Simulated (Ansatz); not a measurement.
# FH₆InO₂Si₂: ionisation energy by level of theory

An exercise on one series of results from a longer session: the logs are not shown, and one member is left open.

The runs use Ansatz 0.2.0, Gaussian basis; unrestricted cation, the program's frozen cores in correlated methods.

The runs, in order: UKS PBE-D4/def2-TZVPP; UKS r2SCAN-D4/def2-TZVPP; UKS PBE0-D4/def2-TZVPP; UKS B3LYP-D4/def2-TZVPP; UKS wB97X-V/def2-TZVPP; UKS wB97M-V/def2-TZVPP; UKS B2PLYP/def2-TZVPP; UHF-CCSD(T)/def2-TZVPP; UHF-MP2/def2-QZVPP; extrapolation to the limit; then −ε(HOMO) from the neutral's earlier runs with LDA (SPW92), PBE-D4, revPBE-D4, BLYP-D4, r2SCAN-D4, B97M-V, PBE0-D4, B3LYP-D4, r2SCANh-D4, r2SCAN0-D4, HSE06-D4, BHLYP-D4, CAM-B3LYP-D4, LC-ωPBE, ωB97X-V, ωB97M-V.

3 further runs of the same task are left out: 2 for a known fault of the program, 1 that didn't finish.

## The geometry

The geometry comes from an earlier relaxation with PBE0-D4 in a triple-zeta def2 set; it is a stationary point, not always the lowest conformer. In takes the def2 core potential; no spin-orbit term is included.

12 atoms, charge 0, spin multiplicity 1.

Atoms are counted from 1 here; the program's logs count them from 0.

Bond lengths: F1–In2 1.938 Å, In2–O3 1.944 Å, In2–O5 1.944 Å, O3–Si4 1.640 Å, Si4–H7 1.485 Å, Si4–H8 1.489 Å, Si4–H9 1.489 Å, O5–Si6 1.640 Å, Si6–H10 1.485 Å, Si6–H11 1.489 Å, Si6–H12 1.489 Å. Angles: F1–In2–O3 118.4°, F1–In2–O5 118.5°, O3–In2–O5 123.1°, In2–O3–Si4 135.5°, O3–Si4–H7 107.8°, O3–Si4–H8 111.0°, O3–Si4–H9 111.0°, H7–Si4–H8 109.3°, H7–Si4–H9 109.3°, H8–Si4–H9 108.3°, In2–O5–Si6 135.6°, O5–Si6–H10 107.8°, O5–Si6–H11 111.0°, O5–Si6–H12 111.0°, H10–Si6–H11 109.3°, H10–Si6–H12 109.3°, H11–Si6–H12 108.3°.

The first run:

File in.yaml:

```yaml
crystal:
  periodic: [false, false, false]
  atoms:
    - {symbol: F, position_ang: [-1.921784, -0.277005, -0.995943]}
    - {symbol: In, position_ang: [-0.215261, -0.030662, -0.111141]}
    - {symbol: O, position_ang: [0.140335, -1.040494, 1.511548]}
    - {symbol: Si, position_ang: [-0.684887, -2.135582, 2.411683]}
    - {symbol: O, position_ang: [1.060132, 1.214240, -0.887321]}
    - {symbol: Si, position_ang: [1.088484, 2.193839, -2.202518]}
    - {symbol: H, position_ang: [0.178927, -2.528303, 3.553655]}
    - {symbol: H, position_ang: [-1.018344, -3.344499, 1.609366]}
    - {symbol: H, position_ang: [-1.952995, -1.553683, 2.930970]}
    - {symbol: H, position_ang: [2.394962, 2.899219, -2.215593]}
    - {symbol: H, position_ang: [-0.011264, 3.195697, -2.146816]}
    - {symbol: H, position_ang: [0.941715, 1.407233, -3.457879]}
basis:
  gaussian: {orbitals: def2-TZVPP}
total_charge: 1
magnetization: {spin_polarized: true, initial_magnetization: 1}
hamiltonian: {xc: pbe, dispersion: d4}
```

Steps of the session up to this table: Cation, UKS PBE-D4/def2-TZVPP; Cation, UKS r2SCAN-D4/def2-TZVPP; Cation, UKS PBE0-D4/def2-TZVPP; Cation, UKS B3LYP-D4/def2-TZVPP; Cation, UKS wB97X-V/def2-TZVPP; Cation, UKS wB97M-V/def2-TZVPP; Cation, UKS B2PLYP (frozen core)/def2-TZVPP; Cation, UHF-CCSD(T)/def2-TZVPP; Cation, UHF-MP2/def2-QZVPP.

One of the session's tables, all rows but one given; the rest of the session is left out.

For comparison, −ε(HOMO) of the neutral from earlier runs:

```
  functional  −ε(HOMO) (eV)
 LDA (SPW92)           7.48
      PBE-D4              ?
   revPBE-D4           7.31
     BLYP-D4           7.28
   r2SCAN-D4           7.71
      B97M-V           7.82
     PBE0-D4           8.80
    B3LYP-D4           8.60
  r2SCANh-D4           8.25
  r2SCAN0-D4           9.05
    HSE06-D4           8.40
    BHLYP-D4          10.20
CAM-B3LYP-D4          10.24
     LC-ωPBE          11.58
     ωB97X-V          11.25
     ωB97M-V          11.11
```

**Question.** Estimate the row for PBE-D4.

The run gave: −ε(HOMO) (eV): 7.36. In the column «−ε(HOMO) (eV)» it lies between revPBE-D4 (7.31) and LDA (SPW92) (7.48).
